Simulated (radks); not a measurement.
# Ionising tungsten step by step, W³⁸⁺ to W⁵⁶⁺

An exercise on one series of results from a longer session: the logs are not shown, and one member is left open.

Method: non-relativistic Kohn-Sham, LDA (Slater exchange, Perdew-Wang correlation), spin-unpolarised, spherical densities, point nucleus. Code: radks (a radial shooting solver on a logarithmic mesh, Libxc functionals) version 1.

## The system

- element: tungsten (Z = 74)
- charges: 38 to 56
- first configuration: [Kr]
- last configuration: [Ar]

Outer shells as boxes (Hund's rule):

W³⁸⁺
```
[Ar] core
3d [↑↓][↑↓][↑↓][↑↓][↑↓]
4s [↑↓]
4p [↑↓][↑↓][↑↓]
```

W⁵⁶⁺
```
[Ne] core
3s [↑↓]
3p [↑↓][↑↓][↑↓]
```

Set-up of the first run:

Settings of this run:

```text
Z 74
configuration [Kr] 5s0 4d0
relativity non-relativistic
functional lda,pw
spin unpolarised
nucleus point
```

Among the steps run: W³⁸⁺, [Kr]; W³⁹⁺, [Ar] 3d10 4s2 4p5; W⁴⁰⁺, [Ar] 3d10 4s2 4p4; W⁴¹⁺, [Ar] 3d10 4s2 4p3; W⁴²⁺, [Ar] 3d10 4s2 4p2; W⁴³⁺, [Ar] 3d10 4s2 4p1; W⁴⁴⁺, [Ar] 3d10 4s2; W⁴⁵⁺, [Ar] 3d10 4s1; W⁴⁶⁺, [Ar] 3d10; W⁴⁷⁺, [Ar] 3d9; W⁴⁸⁺, [Ar] 3d8; W⁴⁹⁺, [Ar] 3d7; W⁵⁰⁺, [Ar] 3d6; W⁵¹⁺, [Ar] 3d5; W⁵²⁺, [Ar] 3d4; W⁵³⁺, [Ar] 3d3; W⁵⁴⁺, [Ar] 3d2; W⁵⁵⁺, [Ar] 3d1; W⁵⁶⁺, [Ar].

One of the session's tables, all rows but one given; the rest of the session is left out.

| species | Δ-SCF (eV) | −ε(HOMO) (eV) |
| --- | --- | --- |
| W³⁸⁺ | 1812.8 | 1785.9 |
| W³⁹⁺ | 1866.7 | 1839.7 |
| W⁴⁰⁺ | 1920.9 | 1893.8 |
| W⁴¹⁺ | 1975.4 | 1948.1 |
| W⁴²⁺ | 2030.1 | 2002.7 |
| W⁴³⁺ | 2084.8 | 2057.4 |
| W⁴⁴⁺ | ? | ? |
| W⁴⁵⁺ | 2274.0 | 2248.3 |
| W⁴⁶⁺ | 4071.4 | 4007.8 |
| W⁴⁷⁺ | 4199.6 | 4135.2 |
| W⁴⁸⁺ | 4329.2 | 4264.1 |
| W⁴⁹⁺ | 4460.2 | 4394.5 |
| W⁵⁰⁺ | 4592.7 | 4526.2 |
| W⁵¹⁺ | 4726.5 | 4659.3 |
| W⁵²⁺ | 4861.6 | 4793.8 |
| W⁵³⁺ | 4998.1 | 4929.6 |
| W⁵⁴⁺ | 5135.8 | 5066.7 |
| W⁵⁵⁺ | 5274.8 | 5205.1 |

**Question.** Estimate the row for W⁴⁴⁺.

The run gave: Δ-SCF (eV): 2221.7; −ε(HOMO) (eV): 2195.0. In the column «Δ-SCF (eV)» it lies between W⁴³⁺ (2084.8) and W⁴⁵⁺ (2274.0).

Caveats from the session: Relativity is left out here, which matters for elements this heavy. Spin polarisation and multiplet splitting are left out, so open shells lie too high by an amount that depends on their filling.
